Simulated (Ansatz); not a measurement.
Write a Python script for Ansatz's Python interface that makes a single point in a Gaussian basis of Ge₂H₉NOSi, SMILES [SiH3][O][GeH2][NH][GeH3]. Use: CAM-B3LYP, 6-31G* basis, multiplicity 1.

```csv
atom,x (Å),y (Å),z (Å)
Si,2.3726,0.8484,-0.6275
O,0.9619,0.7658,0.3504
Ge,0.3167,-0.8896,0.1158
N,-1.2867,-1.0693,1.0510
Ge,-2.4974,0.1294,0.2922
H,2.0217,0.6418,-2.0417
H,2.9805,2.1792,-0.4834
H,3.3493,-0.1649,-0.1970
H,1.3340,-1.9277,0.6562
H,0.0596,-1.1582,-1.3905
H,-1.1061,-0.7401,2.0255
H,-2.7217,-0.2334,-1.1982
H,-3.8462,0.0469,1.0510
H,-1.9382,1.5716,0.3964
```

`ge2h9nosi.py`:
```python
"""Electronic structure of the Ge2H9NOSi molecule."""

from pathlib import Path
import json

import ansatz as az
from ase import Atoms

atoms = Atoms(["Si", "O", "Ge", "N", "Ge", "H", "H", "H", "H", "H", "H", "H", "H", "H"], positions=[
    [2.3726, 0.8484, -0.6275],
    [0.9619, 0.7658, 0.3504],
    [0.3167, -0.8896, 0.1158],
    [-1.2867, -1.0693, 1.051],
    [-2.4974, 0.1294, 0.2922],
    [2.0217, 0.6418, -2.0417],
    [2.9805, 2.1792, -0.4834],
    [3.3493, -0.1649, -0.197],
    [1.334, -1.9277, 0.6562],
    [0.0596, -1.1582, -1.3905],
    [-1.1061, -0.7401, 2.0255],
    [-2.7217, -0.2334, -1.1982],
    [-3.8462, 0.0469, 1.051],
    [-1.9382, 1.5716, 0.3964],
])
system = az.Crystal.molecule_from_ase(atoms)

calculation = system.calculation()
calculation = calculation.basis(gaussian="6-31G*")
calculation = calculation.functional("CAM-B3LYP")
calculation = calculation.orbitals()
outcome = calculation.run(threads=1, backend="cpu", runs_dir="ge2h9nosi_runs")
report = outcome.report

for key in ("converged", "free_energy_ev", "reference_energy_ev", "n_frozen", "n_occupied", "n_virtual"):
    print(f"{key:22s} {report[key]}")

field = report["mean_field"]
print("<S^2> =", round(abs(field["state"]["spin_squared"]), 4), " all-electron relativity setting:", field["relativity"])
print("passes:", field["passes"])
if "symmetry" in field:
    print("occupied orbitals by irrep:", field["symmetry"]["occupied"])

lines = Path(report["orbitals_path"]).read_text().splitlines()
field_of = lambda key: [line.split("=")[1].strip() for line in lines if line.startswith(key)]
orbitals = [(27.211386 * float(e), s, float(n)) for e, s, n in zip(field_of("Ene="), field_of("Spin="), field_of("Occup="))]
homo = max(e for e, _, n in orbitals if n > 0.5)
lumo = min(e for e, _, n in orbitals if n < 0.5)
print(f"HOMO {homo:.3f} eV, LUMO {lumo:.3f} eV, gap {lumo - homo:.3f} eV")
with open("ge2h9nosi.json", "w") as handle:
    json.dump({k: report[k] for k in ("free_energy_ev", "reference_energy_ev", "n_occupied", "n_virtual")}, handle, indent=1)
```

```console
$ python ge2h9nosi.py
converged              True
free_energy_ev         -124588.08214786884
reference_energy_ev    -124588.08214786884
n_frozen               0
n_occupied             [51, 51]
n_virtual              [86, 86]
<S^2> = 0.0  all-electron relativity setting: none
passes: {'evaluations': 16, 'products': 13}
occupied orbitals by irrep: [{'A': 51}, {'A': 51}]
HOMO -8.882 eV, LUMO 1.042 eV, gap 9.924 eV
```

File `ge2h9nosi.json` afterwards:
```json
{
 "free_energy_ev": -124588.08214786884,
 "reference_energy_ev": -124588.08214786884,
 "n_occupied": [
  51,
  51
 ],
 "n_virtual": [
  86,
  86
 ]
}
```

Reading the output:
- Total energies depend on the basis set; only differences at equal settings carry meaning.
- The geometry is a force-field or estimated start, not a minimum of this method, and the basis set is short of its limit.
- Levels such as HOMO and LUMO are orbital energies: with these approximate functionals they aren't the ionisation energy and electron affinity, and their gap isn't the fundamental gap.
- Finished in 10 s on 1 thread of AMD EPYC 7B13 (Zen 3) (shared host), peak memory 0.55 GiB.
